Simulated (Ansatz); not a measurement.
**CH6GeN2: a ladder of functionals and wavefunction methods**

The task here is to estimate one member of a computed series from the others.

Program: Ansatz 0.2.0, Gaussian basis. Level of theory: functionals in def2-TZVPP, the program's frozen cores in correlated methods. These are calculated values, not measurements.

The runs, in order: PBE-D4, r2SCAN-D4, PBE0-D4, B3LYP-D4, ωB97X-V, ωB97M-V, B2PLYP; CCSD(T)/def2-TZVPP; MP2/def2-QZVPP; extrapolation to the limit.

### Structure used throughout

An earlier PBE0-D4 in a triple-zeta def2 set relaxation fixed the geometry.

10 atoms, charge 0, spin multiplicity 1.

Atoms are counted from 1 here; the program's logs count them from 0.

Bond lengths: N1–C2 1.329 Å, N1–H5 1.018 Å, N1–H6 1.002 Å, C2–N3 1.286 Å, C2–H7 1.090 Å, N3–Ge4 2.068 Å, N3–H8 1.009 Å, Ge4–H9 1.587 Å, Ge4–H10 1.587 Å. Angles: C2–N1–H5 117.4°, C2–N1–H6 121.3°, H5–N1–H6 121.3°, N1–C2–N3 122.7°, N1–C2–H7 116.0°, N3–C2–H7 121.3°, C2–N3–Ge4 122.5°, C2–N3–H8 115.0°, Ge4–N3–H8 122.5°, N3–Ge4–H9 90.0°, N3–Ge4–H10 90.0°, H9–Ge4–H10 94.0°.

The first run:

File in.yaml:

```yaml
crystal:
  periodic: [false, false, false]
  atoms:
    - {symbol: N, position_ang: [-0.907971, 1.351444, 0.313868]}
    - {symbol: C, position_ang: [-0.052231, 0.903891, -0.598462]}
    - {symbol: N, position_ang: [0.498054, -0.255868, -0.525352]}
    - {symbol: Ge, position_ang: [0.117090, -1.570532, 1.025464]}
    - {symbol: H, position_ang: [-1.124406, 0.736588, 1.095328]}
    - {symbol: H, position_ang: [-1.324638, 2.258887, 0.235792]}
    - {symbol: H, position_ang: [0.162932, 1.581009, -1.424672]}
    - {symbol: H, position_ang: [1.129094, -0.476026, -1.280774]}
    - {symbol: H, position_ang: [-0.088904, -2.745663, -0.021473]}
    - {symbol: H, position_ang: [1.674180, -1.834930, 1.183279]}
basis:
  gaussian: {orbitals: def2-TZVPP}
hamiltonian: {xc: pbe, dispersion: d4}
output: {forces: true, orbitals: {seedname: orbitals}}
```

The run is started by

```bash
$ ansatz run in.yaml --threads 4 --pin off --events-out ev --progress --plain --max-ram 10444MiB
```

Steps of the session up to this table: PBE-D4 (GGA); r2SCAN-D4 (meta-GGA); PBE0-D4 (hybrid); B3LYP-D4 (hybrid); ωB97X-V (range-separated); ωB97M-V (range-separated); B2PLYP (double hybrid); CCSD(T) in def2-TZVPP; MP2 in def2-QZVPP.

One of the session's tables, all rows but one given; the rest of the session is left out.

It belongs to the step «Atomisation energies». 

```
            method  atomisation energy (kJ/mol)
            PBE-D4                       3447.9
         r2SCAN-D4                       3343.6
           PBE0-D4                       3354.0
          B3LYP-D4                       3376.0
           ωB97X-V                       3366.8
           ωB97M-V                       3358.9
            B2PLYP                       3316.3
     HF/def2-TZVPP                       2219.4
    MP2/def2-TZVPP                       3262.4
   CCSD/def2-TZVPP                       3178.6
CCSD(T)/def2-TZVPP                       3240.1
           MP2/CBS                            ?
       CCSD(T)/CBS                       3344.8
```

**Question.** Estimate the row for MP2/CBS.

**Answer.** atomisation energy (kJ/mol): 3367.0. In the column «atomisation energy (kJ/mol)» it lies between ωB97X-V (3366.8) and B3LYP-D4 (3376.0).
